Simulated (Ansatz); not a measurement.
HfBe2, space group P6/mmm: an equation of state with a fit, run with the Python package of Ansatz (0.2.0).

The script, `eos_hfbe2.py`:
```python
'''Bulk modulus of HfBe2 from an E(V) curve.'''

import logging
import sys
import warnings

import ansatz
import numpy as np

logging.basicConfig(stream=sys.stdout, format='%(levelname)s:%(name)s:%(message)s')
log = logging.getLogger('ansatz_job')
log.setLevel(logging.INFO)

SETTINGS = {
    'xc': 'r2scan',
    'cutoff_ev': 630,
    'tolerance': 1e-08,
    'mesh': (7, 7, 7),
}

vectors0 = np.array([
    [3.779501, 0.0, 0.0],
    [-1.889751, 3.273144, 0.0],
    [0.0, 0.0, 3.169958],
])
sites = [
    ('Hf', (0.0, 0.0, 0.0)),
    ('Be', (1 / 3, 2 / 3, 0.5)),
    ('Be', (2 / 3, 1 / 3, 0.5)),
]


def make_crystal(cell):
    crystal = ansatz.Crystal(lattice=ansatz.Lattice.of(cell))
    for symbol, position in sites:
        crystal = crystal.atom(symbol, position)
    return crystal

warnings.simplefilter('ignore', ansatz.DeckWarning)

# uniform scaling of the cell
volumes, energies = [], []
for scale in np.linspace(0.95, 1.07, 5):
    cell = vectors0 * scale ** (1 / 3)
    calc = (
        make_crystal(cell).calculation()
        .functional(SETTINGS['xc'])
        .basis(SETTINGS['cutoff_ev'])
        .accuracy('low')
        .occupations(ansatz.OccupationsMethod.GAUSSIAN, width=300 * ansatz.meV)
        .scf(tolerance=SETTINGS['tolerance'])
        .kpoints(*SETTINGS['mesh'])
    )
    rep = calc.run(threads=1).report
    volumes.append(abs(np.linalg.det(cell)) / len(sites))
    energies.append(rep['free_energy_ev'] / len(sites))
    log.info(f'V = {volumes[-1]:8.4f} A^3/atom  F = {energies[-1]:.5f} eV/atom')

# third-order Birch-Murnaghan: a cubic in V^(-2/3)
x = np.array(volumes) ** (-2 / 3)
poly = np.polynomial.Polynomial.fit(x, energies, 3).convert()
roots = poly.deriv().roots()
x0 = min((r.real for r in roots if abs(r.imag) < 1e-9 and poly.deriv(2)(r.real) > 0), key=lambda r: abs(r - x.mean()))
v0 = x0 ** -1.5
b0 = 4 / 9 * poly.deriv(2)(x0) * v0 ** (-7 / 3) * 160.21766
b1 = 4 + 2 / 3 * x0 * poly.deriv(3)(x0) / poly.deriv(2)(x0)
log.info(f'V0 = {v0:.4f} A^3/atom, B0 = {b0:.1f} GPa, dB/dP = {b1:.2f}')
```

Its results, one of them left out:

| V (Å³/atom) | F less the lowest row shown (meV/atom) |
| --- | --- |
| 12.418 | ? |
| 12.810 | 1.67 |
| 13.202 | 0.00 |
| 13.595 | 7.50 |
| 13.987 | 22.99 |

What is the missing energy at 12.418 Å³ an atom?

A third-order Birch-Murnaghan fit, E = E0 + (9 V0 B0 / 16) [(t - 1)³ B' + (t - 1)² (6 - 4t)] with t = (V0/V)^(2/3), through the 4 rows shown gives V0 = 13.072 Å³, B0 = 130.7 GPa, B' = 3.66 and E0 = -0.53 meV. At V = 12.418 Å³, t = 1.03478, and the fit extrapolates to 13.90 meV. The run gave 13.90 meV, a miss of 0.00 meV.

Caveats:
- These settings explore the input space; cutoff and mesh may be short of convergence.
- No spin polarisation was allowed.
- Shape and fractional positions are held along the curve, so the bulk modulus is an upper value where they are free to relax.
- The mesh is modest for a metal, so energies can be off by several to tens of meV an atom and pressures by half a GPa or more; differences at equal mesh fare better.
- Spin-orbit coupling, which matters for elements this heavy, is left out.
- This cell is a computed structure, which may not be the phase found in nature.
- Hardware and time: 23 s on 1 thread of Arm Neoverse V2 (shared host), peak memory 0.44 GiB.
